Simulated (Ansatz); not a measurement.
**BH₆NOSiZn: how energies converge with the basis set**

An exercise on one series of results from a longer session: the logs are not shown, and one member is left open.

The runs use Ansatz 0.2.0, Gaussian basis; one geometry, several basis sets.

Levels to be run: PBE0-D4/def2-SVP; ωB97M-V/def2-SVP; PBE0-D4/def2-QZVPP; ωB97M-V/def2-QZVPP; the functionals' def2-TZVPP values are taken from earlier runs.

## Structure used throughout

An earlier PBE0-D4 in a triple-zeta def2 set relaxation fixed the geometry.

SMILES `NB([SiH3])[O][ZnH]`, 11 atoms, charge 0, spin multiplicity 1.

Atoms are counted from 1 here; the program's logs count them from 0.

Bond lengths: N1–B2 1.544 Å, N1–H6 1.015 Å, N1–H7 1.015 Å, B2–Si3 2.034 Å, B2–O4 1.311 Å, Si3–H8 1.486 Å, Si3–H9 1.494 Å, Si3–H10 1.494 Å, O4–Zn5 1.930 Å, Zn5–H11 1.534 Å. Angles: B2–N1–H6 114.1°, B2–N1–H7 113.8°, H6–N1–H7 105.7°, N1–B2–Si3 121.9°, N1–B2–O4 112.0°, Si3–B2–O4 126.1°, B2–Si3–H8 113.4°, B2–Si3–H9 110.3°, B2–Si3–H10 110.3°, H8–Si3–H9 108.3°, H8–Si3–H10 108.3°, H9–Si3–H10 106.0°, B2–O4–Zn5 97.0°, O4–Zn5–H11 153.4°.

Set-up of the first run:

The input, in.yaml:

```yaml
crystal:
  periodic: [false, false, false]
  atoms:
    - {symbol: N, position_ang: [-0.580963, 1.030540, -0.478712]}
    - {symbol: B, position_ang: [-0.015388, -0.352686, -0.091675]}
    - {symbol: Si, position_ang: [1.279859, -0.589446, 1.458250]}
    - {symbol: O, position_ang: [-0.469595, -1.303441, -0.871292]}
    - {symbol: Zn, position_ang: [-1.558540, -0.179567, -2.001131]}
    - {symbol: H, position_ang: [0.127919, 1.712591, -0.729966]}
    - {symbol: H, position_ang: [-1.134607, 1.466098, 0.252669]}
    - {symbol: H, position_ang: [1.706003, -1.998599, 1.661132]}
    - {symbol: H, position_ang: [0.663926, -0.098358, 2.727453]}
    - {symbol: H, position_ang: [2.501180, 0.243507, 1.243627]}
    - {symbol: H, position_ang: [-2.519794, 0.069351, -3.170344]}
basis:
  gaussian: {orbitals: def2-SVP}
hamiltonian: {xc: pbe0, dispersion: d4}
output: {orbitals: {seedname: orbitals}}
```

Steps of the session up to this table: PBE0-D4 in def2-SVP; ωB97M-V in def2-SVP; PBE0-D4 in def2-QZVPP; ωB97M-V in def2-QZVPP.

One table of the session follows, with a row left open; its other results are not shown here.

It belongs to the step «Density functionals: the series». 

```
functional       basis  HOMO (eV)
   PBE0-D4    def2-SVP      -7.27
   PBE0-D4  def2-TZVPP      -7.40
   PBE0-D4  def2-QZVPP      -7.40
   ωB97M-V    def2-SVP          ?
   ωB97M-V  def2-TZVPP      -9.54
   ωB97M-V  def2-QZVPP      -9.54
```

Estimate the missing values for ωB97M-V, def2-SVP.

**Answer.** HOMO (eV): -9.37. In the column «HOMO (eV)» it lies between ωB97M-V, def2-QZVPP (-9.54) and PBE0-D4, def2-TZVPP (-7.40).
